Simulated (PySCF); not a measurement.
**C4H4B2F2S: electronic excitations**

What electronic excitations should C4H4B2F2S (`Bc1csc(B(F)F)c1`) show?

Programs: PySCF 2.14.0, with density-fitted response routines of our own. Each step states its level of theory. These are calculated values for one molecule in the gas phase, unless marked as measured. Atoms count from 0, in the outputs and in this text.

### Step 1. The starting structure

13 atoms, charge 0, multiplicity 1; geometry from: GFN2-xTB.

Bonds of the start (Å): B0–C1 1.54, C1–C2 1.38, C2–S3 1.70, S3–C4 1.75, C4–B5 1.53, B5–F6 1.32, B5–F7 1.32, C4–C8 1.37, C8–C1 1.42, B0–H9 1.17, B0–H10 1.17, C2–H11 1.07, C8–H12 1.08.

### Step 2. Excited states and response: CAM-B3LYP/def2-SVPD

Job settings and geometry (Å):

```
{"job": {"kind": "uv", "xc": "CAM-B3LYP", "basis": "def2-SVPD", "nstates": 8, "ntriplets": 3}, "charge": 0, "multiplicity": 1}
B     -2.224595     1.089978     0.580110
C     -1.059758     0.237437     0.055545
C     -1.199461    -0.827555    -0.812592
S      0.265292    -1.585156    -1.226280
C      1.170566    -0.474274    -0.224712
B      2.694001    -0.540745    -0.088694
F      3.450187    -1.431382    -0.705283
F      3.365071     0.310009     0.669297
C      0.312596     0.414452     0.374364
H     -2.012998     1.974675     1.311899
H     -3.315361     0.846374     0.240161
H     -2.117068    -1.199050    -1.226976
H      0.667141     1.185723     1.035433
```

With the program's defaults for keys left out, this is: TDDFT CAM-B3LYP/def2-SVPD, vertical, gas phase, core orbitals frozen in the response.

Launch:

```console
OMP_NUM_THREADS=1 python probes_run.py task.json out
```

One launch serves the whole session: the jobs run in the order shown.

What will the session give for the following? lowest singlet (CAM-B3LYP/def2-SVPD); brightest single state of those computed; lowest triplet; surface potential, 1st and 99th percentile. Wanted: lowest singlet; brightest single state of those computed; lowest triplet; surface potential, 1st and 99th percentile.

The runs gave:

| quantity | value |
| --- | --- |
| lowest singlet (CAM-B3LYP/def2-SVPD) | 5.02 eV (247 nm), f = 0.005 |
| brightest single state of those computed | state 3, 5.75 eV, f = 0.611 |
| lowest triplet | 3.44 eV |
| surface potential, 1st and 99th percentile | -0.72 V and 1.51 V |

The first singlet state (HOMO→LUMO 0.63, HOMO−1→LUMO 0.23) lies at 5.02 eV and is weak; of the 8 states computed, the strongest absorption comes from state 3 at 5.75 eV. The lowest triplet lies 1.58 eV below the lowest singlet (triplets in Tamm-Dancoff, singlets in full TDDFT). At CAM-B3LYP/def2-SVPD, counted by nearest atom on the grid, the HOMO lies on C4 35 %; C2 25 %, the LUMO on B0 28 %; C2 24 %.
